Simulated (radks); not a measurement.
# Ionising zirconium step by step, Zr²⁰⁺ to Zr³⁹⁺

The task here is to estimate one member of a computed series from the others.

The numbers are computed with radks (a radial shooting solver on a logarithmic mesh, Libxc functionals) version 1 (scalar-relativistic Kohn-Sham, exchange-only LDA, spin-polarised, spherical densities, point nucleus; open shells are filled with parallel spins first), except any that are marked as measured or tabulated.

## The atom as given

- element: zirconium (Z = 40)
- charges: 20 to 39
- first configuration: [Ar] 3d2
- last configuration: 1s1

The outer shells:

Zr²⁰⁺
```
[Ar] core
3d [↑ ][↑ ][  ][  ][  ]
```

Zr³⁹⁺
```
1s [↑ ]
```

The first run:

The run's settings:

```text
Z 40
configuration [Ar] 3d2
relativity scalar-relativistic
functional lda,
spin polarised
nucleus point
c 137.035999084
```

Steps of the session up to this table: Zr²⁰⁺, [Ar] 3d2.

One of the session's tables, all rows but one given; the rest of the session is left out.

It belongs to the step «Zr²⁰⁺, [Ar] 3d2». Sizes of the orbitals, from the radial functions (bohr):

```
  level     <r>  outermost maximum (interpolated)  90 % within  nodes
  2p up  0.1410                             0.109        0.229      0
2p down       ?                                 ?            ?      ?
  3s up  0.4199                             0.388        0.613      2
3s down  0.4208                             0.389        0.614      2
  3p up  0.4124                             0.377        0.614      1
3p down  0.4135                             0.377        0.615      1
  3d up  0.3749                             0.310        0.580      0
3d down  0.3763                             0.310        0.582      0
```

Q: Estimate the row for 2p down from the others.

The run gave: <r>: 0.1409; outermost maximum (interpolated): 0.109; 90 % within: 0.229; nodes: 0. In the column «<r>» it is the lowest.

Limits of these values: Open shells are spherical and high-spin; term and fine-structure splittings are not resolved.
